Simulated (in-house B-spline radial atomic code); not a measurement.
# Excitations of Mo³⁸⁺ as exact exchange is dialled in

Aim: follow the lowest excitations, the threshold and the polarisability of Mo³⁸⁺ as the share of exact exchange in a PBE hybrid goes from none to all.

Program: in-house B-spline radial atomic code version 1. Level of theory: linear response of a closed shell, each method with its own adiabatic kernel; spin-free one-electron X2C, finite nucleus; B-spline basis; no spin-orbit coupling, no double excitations; only terms of natural parity, (−1)^L, with L up to 3 are computed. These are calculated values, not measurements, unless marked.

**1. The system**

| Quantity | Value |
| --- | --- |
| element | molybdenum (Z = 42) |
| charge | +38 |
| configuration | [He] 2s2 |
| runs | 0 % exact exchange; 10 % exact exchange; 20 % exact exchange; 30 % exact exchange; 40 % exact exchange; 50 % exact exchange; 60 % exact exchange; 70 % exact exchange; 80 % exact exchange; 90 % exact exchange; 100 % exact exchange |

The outer shells:

Mo³⁸⁺
```
[He] core
2s [↑↓]
```

**2. 0 % exact exchange**

Input settings:

```ini
Z = 42
electrons = 4.0
configuration = [He] 2s2
hamiltonian = x2c
method = pbeh
box_radius = 3.33
exact_exchange_fraction = 0.0
rms_radius = 4.4091
intervals = 64
```

Started as:

```console
$ python run_td.py task.json out
```

One command runs all members of the session, one after another, from task.json.

**3. 10 % exact exchange**

Settings: those of step 2 with these lines changed.

```diff
@@ -6,3 +6,3 @@
 box_radius = 3.33
-exact_exchange_fraction = 0.0
+exact_exchange_fraction = 0.1
 rms_radius = 4.4091
```

**4. 20 % exact exchange**

Settings: those of step 3 with these lines changed.

```diff
@@ -6,3 +6,3 @@
 box_radius = 3.33
-exact_exchange_fraction = 0.1
+exact_exchange_fraction = 0.2
 rms_radius = 4.4091
```

**5. 30 % exact exchange**

Settings: those of step 4 with these lines changed.

```diff
@@ -6,3 +6,3 @@
 box_radius = 3.33
-exact_exchange_fraction = 0.2
+exact_exchange_fraction = 0.3
 rms_radius = 4.4091
```

**6. 40 % exact exchange**

Settings: those of step 5 with these lines changed.

```diff
@@ -6,3 +6,3 @@
 box_radius = 3.33
-exact_exchange_fraction = 0.3
+exact_exchange_fraction = 0.4
 rms_radius = 4.4091
```

**7. 50 % exact exchange**

Settings: those of step 6 with these lines changed.

```diff
@@ -6,3 +6,3 @@
 box_radius = 3.33
-exact_exchange_fraction = 0.4
+exact_exchange_fraction = 0.5
 rms_radius = 4.4091
```

**8. 60 % exact exchange**

Settings: those of step 7 with these lines changed.

```diff
@@ -6,3 +6,3 @@
 box_radius = 3.33
-exact_exchange_fraction = 0.5
+exact_exchange_fraction = 0.6
 rms_radius = 4.4091
```

**9. 70 % exact exchange**

Settings: those of step 8 with these lines changed.

```diff
@@ -6,3 +6,3 @@
 box_radius = 3.33
-exact_exchange_fraction = 0.6
+exact_exchange_fraction = 0.7
 rms_radius = 4.4091
```

**10. 80 % exact exchange**

Settings: those of step 9 with these lines changed.

```diff
@@ -6,3 +6,3 @@
 box_radius = 3.33
-exact_exchange_fraction = 0.7
+exact_exchange_fraction = 0.8
 rms_radius = 4.4091
```

**11. 90 % exact exchange**

Settings: those of step 10 with these lines changed.

```diff
@@ -6,3 +6,3 @@
 box_radius = 3.33
-exact_exchange_fraction = 0.8
+exact_exchange_fraction = 0.9
 rms_radius = 4.4091
```

**12. 100 % exact exchange**

Settings: those of step 11 with these lines changed.

```diff
@@ -6,3 +6,3 @@
 box_radius = 3.33
-exact_exchange_fraction = 0.9
+exact_exchange_fraction = 1.0
 rms_radius = 4.4091
```

Before running it: what results should come out? Wanted: for each run, threshold; 2s→2p ¹P; 2s→2p ³P, Tamm-Dancoff; α; C6.

The runs gave:

```csv
run,threshold (eV),2s→2p ¹P (eV),"2s→2p ³P, Tamm-Dancoff (eV)",α (bohr³),C6 (hartree bohr⁶),time
0 % exact exchange,5482.8,219.54,155.74,0.002322,3.505e-05,0.2 s
10 % exact exchange,5489.2,219.09,155.25,0.002329,3.520e-05,0.2 s
20 % exact exchange,5495.5,218.65,154.76,0.002337,3.535e-05,0.2 s
30 % exact exchange,5501.9,218.20,154.27,0.002345,3.550e-05,0.2 s
40 % exact exchange,5508.2,217.76,153.78,0.002352,3.566e-05,0.2 s
50 % exact exchange,5514.5,217.31,153.29,0.002360,3.581e-05,0.2 s
60 % exact exchange,5520.9,216.86,152.80,0.002368,3.596e-05,0.2 s
70 % exact exchange,5527.2,216.42,152.31,0.002376,3.612e-05,0.2 s
80 % exact exchange,5533.6,215.97,151.82,0.002384,3.628e-05,0.2 s
90 % exact exchange,5539.9,215.53,151.33,0.002392,3.644e-05,0.2 s
100 % exact exchange,5546.2,215.08,150.85,0.002400,3.660e-05,0.2 s
```

From 0 % exact exchange to 100 % exact exchange the threshold goes from 5482.8 to 5546.2 eV and α from 0.00232 to 0.00240 bohr³. 2s→2p ¹P moves from 219.54 eV (0 % exact exchange) to 215.08 eV (100 % exact exchange). 2s→2p ³P moves from 155.74 eV (0 % exact exchange) to 150.85 eV (100 % exact exchange). Exact exchange removes self-interaction, which deepens the highest level. Spin-orbit coupling, absent here, splits and mixes these terms strongly in an ion this highly charged, so they need not match single real levels.
